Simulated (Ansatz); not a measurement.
## LaInAu, space group P-62m: a projected density of states, step by step

With the Python package of Ansatz (0.2.0).

Interactive session:
```pycon
>>> import ansatz as az
>>> import numpy as np
>>> cell = (
...     az.Lattice.of([7.727, 0.0, 0.0], [-3.8635, 6.691778, 0.0], [0.0, 0.0, 4.315])
...     .atom("La", [0.585, 0.0, 0.5])
...     .atom("La", [0.415, 0.415, 0.5])
...     .atom("La", [0.0, 0.585, 0.5])
...     .atom("In", [0.245, 0.0, 0.0])
...     .atom("In", [0.755, 0.755, 0.0])
...     .atom("In", [0.0, 0.245, 0.0])
...     .atom("Au", [0.0, 0.0, 0.5])
...     .atom("Au", [1 / 3, 2 / 3, 0.0])
...     .atom("Au", [2 / 3, 1 / 3, 0.0])
... )
>>> model = (
...     cell.calculation()
...     .functional("pbesol")
...     .basis(510)
...     .kpoints(mesh=(4, 4, 6))
...     .occupations("Fermi-Dirac")
...     .scf(max_iterations=65)
...     .scf(extra_bands=24)
...     .density_of_states(projected=True, method="smearing", broadening_width=0.15, energy_step=0.1)
... )
>>> def show(event):
...     row = event["data"]
...     if event["event"] == "scf_iter" and row.get("harris_foulkes_ev") is not None:
...         print(f"  iteration {row['iter']:3d}  Harris-Foulkes {row['harris_foulkes_ev']:.5f} eV  residual {row['dr2_ev']:.2e}")
...
>>> done = model.session().plan().execute(on_event=show)
  iteration   1  Harris-Foulkes -74088.43315 eV  residual 4.05e-02
  iteration   2  Harris-Foulkes -74088.42892 eV  residual 1.20e-02
  iteration   3  Harris-Foulkes -74088.42662 eV  residual 1.85e-03
  iteration   4  Harris-Foulkes -74088.42629 eV  residual 1.03e-04
  iteration   5  Harris-Foulkes -74088.42628 eV  residual 8.44e-06
  iteration   6  Harris-Foulkes -74088.42611 eV  residual 6.90e-07
  iteration   7  Harris-Foulkes -74088.42611 eV  residual 1.02e-07
  iteration   8  Harris-Foulkes -74088.42611 eV  residual 1.90e-08
>>> data = done.report
>>> data["published_state_doubts"]
[]
>>> data["mixing_algorithm"], data["preconditioner"], data["eigensolver"]
('MSR1', 'Kerker', 'band_cg')
>>> data["n_iterations"], data["closed_by"]
(8, 'deck_thresholds')
>>> dos = done.density_of_states()
>>> energy = np.asarray(dos.energies_ev) - dos.fermi_ev
>>> curves = {}
>>> for site in done.projected_density_of_states().sites:
...     for shell in site.shells:
...         weight = sum(np.sum(curve.g_bin_mean_per_ev, axis=0) for curve in shell.curves)
...         name = f"{site.species} {shell.label}"
...         curves[name] = curves.get(name, 0) + weight
...
>>> print("E-EF   " + " ".join(f"{name:>8s}" for name in curves))
E-EF      La 5S    La 6S    La 5P    La 5D    La 4F    In 5S    In 5P    In 4D    Au 5S    Au 6S    Au 5P    Au 5D
>>> for e in np.arange(-10, 4 + 0.1, 1.0):
...     print(f"{e:5.1f}  " + " ".join(f"{np.interp(e, energy, g):8.3f}" for g in curves.values()))
...
-10.0     0.000    0.000    0.000    0.000    0.000    0.000    0.000    0.000    0.000    0.000    0.000    0.000
 -9.0     0.000    0.000    0.000    0.000    0.000    0.000    0.000    0.000    0.000    0.000    0.000    0.000
 -8.0     0.016    0.198    0.049    0.060    0.001    0.630    0.238    0.009    0.006    0.320    0.002    0.107
 -7.0     0.003    0.021    0.012    0.144    0.002    0.442    0.070    0.003    0.000    0.034    0.004    0.096
 -6.0     0.002    0.027    0.025    0.147    0.007    0.515    0.069    0.002    0.000    0.031    0.002    0.642
 -5.0     0.089    0.408    0.226    1.856    0.127    0.126    1.547    0.087    0.011    0.692    0.006   31.073
 -4.0     0.006    0.077    0.039    0.169    0.014    0.215    0.172    0.005    0.001    0.236    0.003    0.667
 -3.0     0.008    0.080    0.046    0.490    0.026    0.549    0.462    0.005    0.001    0.184    0.008    0.790
 -2.0     0.016    0.177    0.029    0.484    0.040    0.215    0.590    0.005    0.000    0.150    0.010    0.151
 -1.0     0.017    0.293    0.079    2.069    0.175    0.075    2.160    0.008    0.000    0.070    0.026    0.311
  0.0     0.001    0.205    0.054    1.811    0.212    0.044    0.949    0.005    0.000    0.029    0.015    0.125
  1.0     0.003    0.111    0.030    3.889    2.001    0.197    0.822    0.017    0.002    0.189    0.006    0.361
  2.0     0.004    0.116    0.020    2.950   68.015    0.068    0.615    0.018    0.001    0.068    0.007    0.409
  3.0     0.000    0.000    0.000    0.000    0.000    0.000    0.000    0.000    0.000    0.000    0.000    0.000
  4.0     0.000    0.000    0.000    0.000    0.000    0.000    0.000    0.000    0.000    0.000    0.000    0.000
```

What to keep in mind:
- Total energies depend on the potentials; only differences at equal settings carry meaning. A total without «per atom» is that of the whole cell that was run.
- The mesh is modest for a metal, so energies can be off by several to tens of meV an atom and pressures by half a GPa or more; differences at equal mesh fare better.
- Spin-orbit coupling, which matters for elements this heavy, is left out.
- The structure is a deposited one; some such entries were measured under pressure or heat, so a shift against it needn't be the functional's error alone.
- Curves are summed over the cell's atoms. Only shells that the potentials hold have channels, so projections don't add up to the total, least of all where a shell is missing (p of most metals); heights and places of peaks move with the mesh.
- The computed bands are complete only to about 2.1 eV above the Fermi level; beyond that the density of states is undercounted.
- The whole script took 52 s on 1 thread of Arm Neoverse V2, with other jobs on the host, peak memory 0.75 GiB.
